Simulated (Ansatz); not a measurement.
# C2H7BSi2: the cost of one run

Program: Ansatz 0.2.0. Level of theory: RHF/def2-mTZVP. These are calculated values, not measurements.

**1. The structure to begin with**

Bond lengths: B1–C2 1.513 Å, C2–C3 1.317 Å, C3–Si4 1.855 Å, B1–Si5 1.964 Å, Si4–Si5 2.279 Å, B1–H6 1.204 Å, C2–H7 1.082 Å, C3–H8 1.143 Å, Si4–H9 1.394 Å, Si4–H10 1.452 Å, Si5–H11 1.487 Å, Si5–H12 1.431 Å. Angles (14 of 21 angles, heavy atoms first): B1–C2–C3 117.6°, C2–B1–Si5 115.8°, C2–C3–Si4 122.2°, C3–Si4–Si5 94.0°, B1–Si5–Si4 90.3°, B1–C2–H7 122.2°, C3–C2–H7 120.2°, C2–B1–H6 125.2°, Si5–B1–H6 118.8°, C2–C3–H8 122.3°, Si4–C3–H8 115.4°, C3–Si4–H9 112.1°, C3–Si4–H10 110.9°, Si5–Si4–H9 110.4°.

Structure file:

```xyz
12

B    -1.3189   -0.6453    0.3193
C    -0.1564   -0.9807    1.2272
C     1.0149   -0.4517    0.9396
Si    1.2575    0.6925   -0.5004
Si   -0.9257    0.5988   -1.1487
H    -2.4556   -1.0069    0.4850
H    -0.2587   -1.6481    2.0729
H     1.9524   -0.6700    1.5567
H     2.0783    0.1365   -1.4800
H     1.5716    2.0360   -0.0470
H    -1.6108    1.9048   -0.9604
H    -1.0717   -0.0210   -2.4301
```

**2. Relaxing end A**

File input.yaml:

```yaml
crystal:
  periodic: [false, false, false]
  atoms:
    - { symbol: B, position_ang: [-1.3189, -0.6453, 0.3193] }
    - { symbol: C, position_ang: [-0.1564, -0.9807, 1.2272] }
    - { symbol: C, position_ang: [1.0149, -0.4517, 0.9396] }
    - { symbol: Si, position_ang: [1.2575, 0.6925, -0.5004] }
    - { symbol: Si, position_ang: [-0.9257, 0.5988, -1.1487] }
    - { symbol: H, position_ang: [-2.4556, -1.0069, 0.485] }
    - { symbol: H, position_ang: [-0.2587, -1.6481, 2.0729] }
    - { symbol: H, position_ang: [1.9524, -0.67, 1.5567] }
    - { symbol: H, position_ang: [2.0783, 0.1365, -1.48] }
    - { symbol: H, position_ang: [1.5716, 2.036, -0.047] }
    - { symbol: H, position_ang: [-1.6108, 1.9048, -0.9604] }
    - { symbol: H, position_ang: [-1.0717, -0.021, -2.4301] }
basis:
  gaussian: { orbitals: def2-mTZVP }
hamiltonian:
  xc: hf
relax:
  f_tol: 0.02
  max_steps: 50
output:
  orbitals: {}
```

Run with:

```console
$ ansatz run input.yaml --threads 2 --pin off --max-ram 3072MiB --backend cpu --events-out ev --progress --plain --runs-dir out
```

Q: Estimate wall time and peak memory on 2 threads of Intel Xeon Platinum 8488C (Sapphire Rapids), shared host.

About 12 s, with a peak of 0.28 GiB.
